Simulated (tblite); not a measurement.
# C34H36B2O4: the cost of one run

Programs: tblite 0.8.0 and PySCF 2.14.0, with routines of our own; each step states its level. All values are computed. Atoms count from 0.

### Step 1. The system as given

76 atoms, charge 0, multiplicity 1; geometry from: force field, distance geometry or constructed start.

### Step 2. Optimising the geometry with GFN2-xTB

What the job is given:

```
{"job": {"kind": "relax", "xc": "GFN2-xTB", "basis": "xTB"}, "charge": 0, "multiplicity": 1}
C     -5.529000     1.634500     1.967800
C     -6.435000     0.755700     1.048500
C     -7.785900     1.474800     0.932400
O     -5.851000     0.711400    -0.226000
B     -5.042200    -0.504000    -0.124000
C     -3.460900    -0.347000    -0.110800
C     -2.757700    -1.044900     0.884000
C     -1.388500    -0.858700     1.060100
C     -0.679100    -0.036800     0.196100
C     -1.315100     0.574900    -0.906700
C     -2.737700     0.496100    -1.005800
C     -3.391800     1.286500    -1.969600
C     -2.690500     2.239100    -2.697000
C     -1.294000     2.318000    -2.612200
C     -0.622600     3.375200    -3.238900
C      0.757900     3.487400    -3.109800
C      1.502800     2.459200    -2.525700
C      2.894600     2.548500    -2.479000
C      3.660200     1.485000    -2.021700
C      3.063400     0.244400    -1.724800
C      3.834700    -0.902900    -1.406000
B      5.383700    -0.839500    -1.048700
O      5.861600     0.294900    -0.255400
C      6.140400    -0.330700     0.963500
C      7.284100     0.474300     1.639600
C      4.889300    -0.186000     1.884800
C      6.529200    -1.832500     0.603700
C      5.895300    -2.885500     1.544600
C      8.053800    -2.091300     0.577000
O      6.073900    -2.076900    -0.702300
C      3.218800    -2.164100    -1.376900
C      1.855200    -2.291000    -1.642900
C      1.078300    -1.164300    -1.883300
C      1.645500     0.126700    -1.834800
C      0.849300     1.302100    -2.034900
C     -0.575900     1.359400    -1.858700
O     -5.650600    -1.512100     0.726600
C     -6.544200    -0.764800     1.519400
C     -6.192900    -0.998200     3.008500
C     -7.948200    -1.376800     1.275100
H     -4.525300     1.191400     2.106500
H     -5.384000     2.633200     1.515300
H     -5.993500     1.779900     2.964500
H     -8.425900     1.011800     0.149400
H     -8.332100     1.470700     1.906200
H     -7.643600     2.537100     0.623100
H     -3.271600    -1.695300     1.583800
H     -0.880700    -1.350200     1.878600
H      0.366500     0.129500     0.411300
H     -4.453800     1.239800    -2.123100
H     -3.237800     2.909500    -3.341200
H     -1.160500     4.138400    -3.775600
H      1.254100     4.350700    -3.543900
H      3.395400     3.451800    -2.811700
H      4.734300     1.609600    -2.020900
H      6.947100     1.507500     1.875200
H      7.601900    -0.020900     2.585300
H      8.162900     0.580500     0.965500
H      4.615100     0.884600     1.990100
H      5.097100    -0.584300     2.896900
H      4.010200    -0.707400     1.458700
H      6.207600    -2.706400     2.593400
H      6.221600    -3.908900     1.257000
H      4.788500    -2.869200     1.474100
H      8.506900    -1.973500     1.590600
H      8.549500    -1.401400    -0.132600
H      8.266700    -3.123000     0.230200
H      3.782000    -3.064700    -1.150600
H      1.396500    -3.279000    -1.660800
H      0.033100    -1.318400    -2.116100
H     -6.856500    -0.391000     3.665800
H     -6.323600    -2.068100     3.282600
H     -5.132700    -0.739300     3.219400
H     -8.225700    -1.283600     0.205300
H     -7.932500    -2.464700     1.512900
H     -8.709700    -0.898600     1.906700
```

Started as:

```
> OMP_NUM_THREADS=4 python large_run.py task.json out
```

The driver reads the jobs from task.json and runs them one after another.

Q: Estimate the wall time and peak memory of this first job on 4 threads of Arm Neoverse V2, shared host.

About 20 s, with a peak of 0.19 GiB.
